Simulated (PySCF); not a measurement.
**triplet [CuH2]− at 6 levels**

We compute a comparison of 6 runs (U-r2SCAN/STO-6G, U-wB97X-V/STO-6G, UB2PLYP/STO-6G, UB3LYP/STO-6G, UPBE/STO-6G, UPBE0/STO-6G) of triplet [CuH2]−. 

The calculation is run with PySCF 2.14.0.

15 further runs of the same task are left out: 9 that didn't finish, 6 set aside as unsound or not needed.

### 1 The molecule

The species is [CuH2]− (3 atoms), meant as a triplet with charge -1. As SMILES of the parent species, `[H][Cu-][H]`. Geometry: a GFN2-xTB relaxation, a rough one for these elements and not checked as a minimum. That shape belongs to the parent species and isn't relaxed for this state.

Bond lengths: Cu1–H2 1.553 Å, Cu1–H3 1.553 Å. Angles: H2–Cu1–H3 180.0°.

### 2 A single-point energy at U-r2SCAN/STO-6G (run 1)

Input file job.py:

```python
from pyscf import gto, dft

mol = gto.Mole()
mol.atom = '''
Cu     0.000160     0.000090     0.000010
H     -0.017570    -0.021680     1.552660
H      0.017410     0.021590    -1.552670
'''
mol.verbose = 3
mol.max_memory = 1860
mol.basis = 'sto-6g'
mol.charge = -1
mol.spin = 2
mol.build()

calc0 = dft.UKS(mol, xc='r2scan')
calc0.grids.level = 5
calc0.conv_tol = 1e-10
calc0.kernel()
if not calc0.converged:
    calc0 = calc0.newton().run(calc0.mo_coeff, calc0.mo_occ)

energy = calc0.e_tot
print('E = %.10f Eh' % energy)
```

Launch:

```bash
OMP_NUM_THREADS=1 python job.py
```

The program printed:

```text
WARN: HOMO 0.294329355610308 >= LUMO 0.294329305320176

WARN: HOMO 0.389796057929072 >= LUMO 0.389841568489448

WARN: HOMO -0.205272952552096 >= LUMO -0.245163329058443

WARN: HOMO -0.188061291599337 >= LUMO -0.231610393467267

WARN: HOMO -0.145464741308556 >= LUMO -0.188719588050481

WARN: HOMO -0.137782236146206 >= LUMO -0.191214388930672

WARN: HOMO -0.137977123620265 >= LUMO -0.191080154281706

WARN: HOMO -0.05855513900901 >= LUMO -0.099583507268225

WARN: HOMO -0.0715672976247669 >= LUMO -0.123640719314676

WARN: HOMO -0.109179549104152 >= LUMO -0.138807045251746

WARN: HOMO 2.10534594275035 >= LUMO 2.09866734408695

WARN: HOMO -0.155666723264459 >= LUMO -0.168634927608625

WARN: HOMO -0.149688931203233 >= LUMO -0.163754725322475

WARN: HOMO -0.139225560537545 >= LUMO -0.161079183361037

WARN: HOMO -0.125284000469658 >= LUMO -0.14532708698711

WARN: HOMO -0.110445752095654 >= LUMO -0.14097903093483

WARN: HOMO -0.106641736907918 >= LUMO -0.127371216039993

WARN: HOMO -0.120315219976712 >= LUMO -0.148348313192612

WARN: HOMO -0.106491034402887 >= LUMO -0.133544399627635

WARN: HOMO 2.12079168158026 >= LUMO 2.1137213199079

WARN: HOMO -0.104881829234376 >= LUMO -0.134533153630044

WARN: HOMO -0.103133343936809 >= LUMO -0.136520520844857

WARN: HOMO -0.10779140584403 >= LUMO -0.173561346499736

WARN: HOMO -0.0809458823246987 >= LUMO -0.140661329192045

WARN: HOMO -0.0670488144520652 >= LUMO -0.127905010245433

WARN: HOMO -0.0651406614502527 >= LUMO -0.12236002582836

WARN: HOMO -0.0864439910946084 >= LUMO -0.133572518669975

WARN: HOMO -0.097897916580559 >= LUMO -0.147108128801805

WARN: HOMO 2.12802852994491 >= LUMO 2.12664923979102

WARN: HOMO -0.108405075717177 >= LUMO -0.147441618117587

WARN: HOMO -0.115077868222636 >= LUMO -0.150173474428104

WARN: HOMO -0.0896300239044276 >= LUMO -0.145995985076292

WARN: HOMO -0.0857874523410255 >= LUMO -0.148282336183432

WARN: HOMO -0.0695406253769106 >= LUMO -0.118653701664228

WARN: HOMO -0.0648730800668226 >= LUMO -0.112857064355301

WARN: HOMO -0.0739701228422445 >= LUMO -0.118575863557817

WARN: HOMO -0.0762059831389229 >= LUMO -0.126299217440768

WARN: HOMO 2.13409334858341 >= LUMO 2.12829509635601

WARN: HOMO -0.0776729826112195 >= LUMO -0.129234474103368

WARN: HOMO -0.064090288036875 >= LUMO -0.123942219844161

WARN: HOMO -0.0429381070368101 >= LUMO -0.0983886031415875

WARN: HOMO -0.045079581558611 >= LUMO -0.0957835813561683

WARN: HOMO -0.0504254438629632 >= LUMO -0.103893854676157

WARN: HOMO -0.0817424771296359 >= LUMO -0.123423972968868

WARN: HOMO -0.0876097590035336 >= LUMO -0.121230598997524

WARN: HOMO -0.081347840772339 >= LUMO -0.113491593187917

WARN: HOMO 2.12367774502429 >= LUMO 2.12376072653724

WARN: HOMO -0.0802498881995978 >= LUMO -0.122473001660025

SCF not converged.
SCF energy = -1630.07495973561 after 50 cycles  <S^2> = 2.0097487  2S+1 = 3.0064921

WARN: HOMO 2.15602830218334 >= LUMO 2.14897829173682

converged SCF energy = -1632.95336907341  <S^2> = 3.0246385  2S+1 = 3.6191924
E = -1632.9533690734 Eh
```

It took 72 s on 1 thread of Arm Neoverse V2, shared host; peak memory 0.36 GiB.

### 3 A single-point energy at U-wB97X-V/STO-6G (run 2)

Input file input.xyz:

```xyz
3
CuH2
Cu     0.000160     0.000090     0.000010
H     -0.017570    -0.021680     1.552660
H      0.017410     0.021590    -1.552670
```

Input file input.py:

```python
from pyscf import gto, dft

mol = gto.M(
    atom='input.xyz',
    verbose=3,
    spin=2,
    charge=-1,
    max_memory=1860,
    basis='sto-6g',
)

mf = dft.UKS(mol)
mf.xc = 'wb97x-v'
mf.conv_tol = 1e-10
mf.nlcgrids.level = 1
mf.grids.level = 5
mf.kernel()
if not mf.converged:
    mf = mf.newton().run(mf.mo_coeff, mf.mo_occ)

e_final = mf.e_tot
print(f'total energy: {e_final:.8f} hartree')
```

Launch:

```bash
OMP_NUM_THREADS=1 python input.py
```

The program printed:

```text
WARN: HOMO 0.156976227308816 >= LUMO 0.154394129395971

WARN: HOMO -0.262963652266075 >= LUMO -0.349329009731437

WARN: HOMO 0.0268938517144143 >= LUMO -0.0890982507342408

SCF not converged.
SCF energy = -1632.76759760168 after 50 cycles  <S^2> = 3.0217466  2S+1 = 3.617594

WARN: NLC contribution in gen_response is NOT included

WARN: NLC contribution in gen_response is NOT included

WARN: NLC contribution in gen_response is NOT included

WARN: NLC contribution in gen_response is NOT included

WARN: NLC contribution in gen_response is NOT included

WARN: NLC contribution in gen_response is NOT included

WARN: NLC contribution in gen_response is NOT included

WARN: NLC contribution in gen_response is NOT included

WARN: NLC contribution in gen_response is NOT included

WARN: NLC contribution in gen_response is NOT included

WARN: NLC contribution in gen_response is NOT included

WARN: NLC contribution in gen_response is NOT included

WARN: NLC contribution in gen_response is NOT included

WARN: NLC contribution in gen_response is NOT included

WARN: NLC contribution in gen_response is NOT included

WARN: NLC contribution in gen_response is NOT included

converged SCF energy = -1632.76759825913  <S^2> = 3.021423  2S+1 = 3.6174151
total energy: -1632.76759826 hartree
```

Run time: 1.8 min. Hardware: 1 thread of Arm Neoverse V2, shared host; peak memory 0.29 GiB.

Runs 3 to 5 aren't shown in full; the table further down has their settings and results.

### 4 The energy at UPBE0/STO-6G (run 6)

Input file calc.py:

```python
from pyscf import gto, dft

system = gto.M(
    atom='''
Cu     0.000302     0.000170     0.000019
H     -0.033202    -0.040969     2.934102
H      0.032900     0.040799    -2.934121
''',
    max_memory=1860,
    basis='sto-6g',
    verbose=4,
    unit='bohr',
    charge=-1,
    spin=2,
)

calc0 = dft.UKS(system)
calc0.xc = 'pbe0'
calc0.grids.level = 5
calc0.conv_tol = 1e-10
calc0.kernel()
if not calc0.converged:
    calc0 = calc0.newton().run(calc0.mo_coeff, calc0.mo_occ)

e_final = calc0.e_tot
print('E(%s) = %.9f' % ('PBE0', e_final))
```

Launch:

```bash
OMP_NUM_THREADS=1 python calc.py
```

The program printed:

```text
PySCF version 2.14.0

[INPUT] num. atoms = 3
[INPUT] num. electrons = 32
[INPUT] charge = -1
[INPUT] spin (= nelec alpha-beta = 2S) = 2
[INPUT] symmetry False subgroup None
[INPUT] Mole.unit = bohr
[INPUT] Symbol           X                Y                Z      unit          X                Y                Z       unit  Magmom
[INPUT]  1 Cu     0.000159811518   0.000089960126   0.000010054367 AA    0.000302000000   0.000170000000   0.000019000000 Bohr   0.0
[INPUT]  2 H     -0.017569741757  -0.021679861154   1.552659912915 AA   -0.033202000000  -0.040969000000   2.934102000000 Bohr   0.0
[INPUT]  3 H      0.017409930239   0.021589901028  -1.552669967282 AA    0.032900000000   0.040799000000  -2.934121000000 Bohr   0.0

nuclear repulsion = 19.9346926040137
number of shells = 10
number of NR pGTOs = 120
number of NR cGTOs = 20
basis = sto-6g
ecp = {}

[... 31 lines left out ...]
[... the frontier-level lines of each cycle are left out ...]
[... 1 line left out ...]
[... 1 line left out ...]
[... 5 lines left out ...]
[... 75 lines left out ...]
SCF not converged.
SCF energy = -1632.6993365177 after 50 cycles  <S^2> = 3.029812  2S+1 = 3.6220503
[... 22 lines left out ...]
becke partition: Becke, JCP 88, 2547 (1988); DOI:10.1063/1.454033
pruning grids: <function nwchem_prune>
grids dens level: 5
symmetrized grids: False
atomic radii adjust function: <function treutler_atomic_radii_adjust>
small_rho_cutoff = 0
******** <class 'pyscf.dft.uks.UKS'> Newton solver flags ********
SCF tol = 1e-10
conv_tol_grad = None
max. SCF cycles = 50
direct_scf = True
direct_scf_tol = 1e-13
max_cycle_inner = 12
max_stepsize = 0.05
ah_start_tol = 1e+09
ah_level_shift = 0
ah_conv_tol = 1e-12
ah_lindep = 1e-14
ah_start_cycle = 1
ah_max_cycle = 40
ah_grad_trust_region = 2.5
kf_interval = 4
kf_trust_region = 5
canonicalization = True
Set conv_tol_grad to 1e-05
Initial guess E= -1632.6993365177  |g|= 2.5413e-05
macro= 0  E= -1632.69933670622  delta_E= -1.88516e-07  |g|= 2.5413e-05  1 KF 14 JK
macro= 1  E= -1632.69933677756  delta_E= -7.13399e-08  |g|= 0.000235455  1 KF 8 JK
macro= 2  E= -1632.69933690529  delta_E= -1.27729e-07  |g|= 1.46833e-05  2 KF 16 JK
macro= 3  E= -1632.69933690528  delta_E= 2.50111e-12  |g|= 1.26501e-06  1 KF 2 JK
Canonicalize SCF orbitals
macro X = 4  E=-1632.69933690528  |g|= 1.26501e-06  total 6 KF 45 JK
converged SCF energy = -1632.69933690528  <S^2> = 3.0298268  2S+1 = 3.6220584
E(PBE0) = -1632.699336905
```

Wall time 14 s (1 thread of Arm Neoverse V2, shared host); peak memory 0.3 GiB.

### 5 The series

```
run             level  nlc grid  frozen core orbitals   energy (Eh)  HOMO energy (eV)  LUMO energy (eV)   ⟨S²⟩  wall time
  1   U-r2SCAN/STO-6G         –                     –  -1632.953369              4.85              6.97  3.025       72 s
  2  U-wB97X-V/STO-6G         1                     –  -1632.767598              2.08              9.05  3.021    1.8 min
  3    UB2PLYP/STO-6G         –                     5  -1632.568856              3.63              8.60  3.050       35 s
  4     UB3LYP/STO-6G         –                     –  -1632.920258              4.30              6.77  3.030       29 s
  5       UPBE/STO-6G         –                     –  -1632.572194              5.24              6.20  3.012       34 s
  6      UPBE0/STO-6G         –                     –  -1632.699337              4.13              7.02  3.030       14 s
```

### 6 What came out

```
                                 quantity           value
                      run 6: total energy  -1632.69934 Eh
run 6: HOMO energy (highest over α and β)         4.13 eV
 run 6: LUMO energy (lowest over α and β)         7.02 eV
                              run 6: ⟨S²⟩           3.030
```

Totals of different functionals can't be ranked against each other. In runs 1, 2, 3, 4, 5, 6 the HOMO lies above zero, so the outermost electron may be held by the basis alone. In runs 1, 2, 3, 4, 5, 6 the basis is minimal, so the values are rough. Spin contamination of the reference: run 3 ⟨S²⟩ = 3.05, run 4 ⟨S²⟩ = 3.03, run 6 ⟨S²⟩ = 3.03, run 1 ⟨S²⟩ = 3.02, run 2 ⟨S²⟩ = 3.02, run 5 ⟨S²⟩ = 3.01. Where it is this large, the reference is a mixture of spin states, and values that rest on it are in doubt. All runs together took 4.8 min, the longest 1.8 min.
